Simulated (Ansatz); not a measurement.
**GaH₇OSi₂: up Jacob's ladder to CCSD(T)**

One table from this session's results is given with a row withheld; the runs are named, their logs left out.

Computed with Ansatz 0.2.0, Gaussian basis. Level: functionals in def2-TZVPP, the program's frozen cores in correlated methods.

Plan: PBE-D4, r2SCAN-D4, PBE0-D4, B3LYP-D4, ωB97X-V, ωB97M-V, B2PLYP; CCSD(T)/def2-TZVPP; MP2/def2-QZVPP; extrapolation to the limit.

**Structure used throughout**

The geometry comes from an earlier relaxation with PBE0-D4 in a triple-zeta def2 set; it is a stationary point, not always the lowest conformer.

SMILES `O[SiH2][GaH][SiH3]`, 11 atoms, charge 0, spin multiplicity 1.

Atoms are counted from 1 here; the program's logs count them from 0.

Bond lengths: O1–Si2 1.658 Å, O1–H5 0.958 Å, Si2–Ga3 2.422 Å, Si2–H6 1.497 Å, Si2–H7 1.487 Å, Ga3–Si4 2.423 Å, Ga3–H8 1.576 Å, Si4–H9 1.490 Å, Si4–H10 1.492 Å, Si4–H11 1.492 Å. Angles: Si2–O1–H5 117.1°, O1–Si2–Ga3 112.1°, O1–Si2–H6 111.0°, O1–Si2–H7 105.1°, Ga3–Si2–H6 108.8°, Ga3–Si2–H7 112.6°, H6–Si2–H7 107.1°, Si2–Ga3–Si4 120.0°, Si2–Ga3–H8 121.8°, Si4–Ga3–H8 118.2°, Ga3–Si4–H9 112.4°, Ga3–Si4–H10 109.9°, Ga3–Si4–H11 112.0°, H9–Si4–H10 107.8°, H9–Si4–H11 107.4°, H10–Si4–H11 107.1°.

Set-up of the first run:

in.yaml reads:

```yaml
crystal:
  periodic: [false, false, false]
  atoms:
    - {symbol: O, position_ang: [-1.821156, 1.039049, -1.245793]}
    - {symbol: Si, position_ang: [-0.318180, 1.694959, -0.998487]}
    - {symbol: Ga, position_ang: [1.192933, 0.134900, 0.073489]}
    - {symbol: Si, position_ang: [0.323756, -1.874012, 1.113245]}
    - {symbol: H, position_ang: [-2.193752, 0.519373, -0.532387]}
    - {symbol: H, position_ang: [-0.403718, 2.933592, -0.162605]}
    - {symbol: H, position_ang: [0.151147, 2.109257, -2.347001]}
    - {symbol: H, position_ang: [2.747768, 0.386486, 0.122511]}
    - {symbol: H, position_ang: [0.875812, -2.091319, 2.480077]}
    - {symbol: H, position_ang: [0.674085, -3.065134, 0.286468]}
    - {symbol: H, position_ang: [-1.163395, -1.844151, 1.231083]}
basis:
  gaussian: {orbitals: def2-TZVPP}
hamiltonian: {xc: pbe, dispersion: d4}
output: {forces: true, orbitals: {seedname: orbitals}}
```

The run is started by

```bash
ansatz run in.yaml --threads 4 --pin off --events-out ev --progress --plain --max-ram 10444MiB
```

Steps of the session up to this table: PBE-D4 (GGA); r2SCAN-D4 (meta-GGA); PBE0-D4 (hybrid); B3LYP-D4 (hybrid); ωB97X-V (range-separated); ωB97M-V (range-separated); B2PLYP (double hybrid); CCSD(T) in def2-TZVPP; MP2 in def2-QZVPP.

One table of the session follows, with a row left open; its other results are not shown here.

| method | atomisation energy (kcal/mol) |
| --- | --- |
| PBE-D4 | 756.9 |
| r2SCAN-D4 | 764.8 |
| PBE0-D4 | 752.0 |
| B3LYP-D4 | 759.5 |
| ωB97X-V | 770.3 |
| ωB97M-V | ? |
| B2PLYP | 750.9 |
| HF/def2-TZVPP | 563.8 |
| MP2/def2-TZVPP | 747.1 |
| CCSD/def2-TZVPP | 740.9 |
| CCSD(T)/def2-TZVPP | 748.9 |
| MP2/CBS | 766.2 |
| CCSD(T)/CBS | 768.0 |

**Question.** Estimate the row for ωB97M-V.

As computed: atomisation energy (kcal/mol): 762.4. In the column «atomisation energy (kcal/mol)» it lies between B3LYP-D4 (759.5) and r2SCAN-D4 (764.8).

To keep in mind: Free atoms (1 O, 2 Si, 1 Ga, 7 H) were run apart at each level; the atomisation energy is their sum less the molecule, without zero-point or spin-orbit terms.
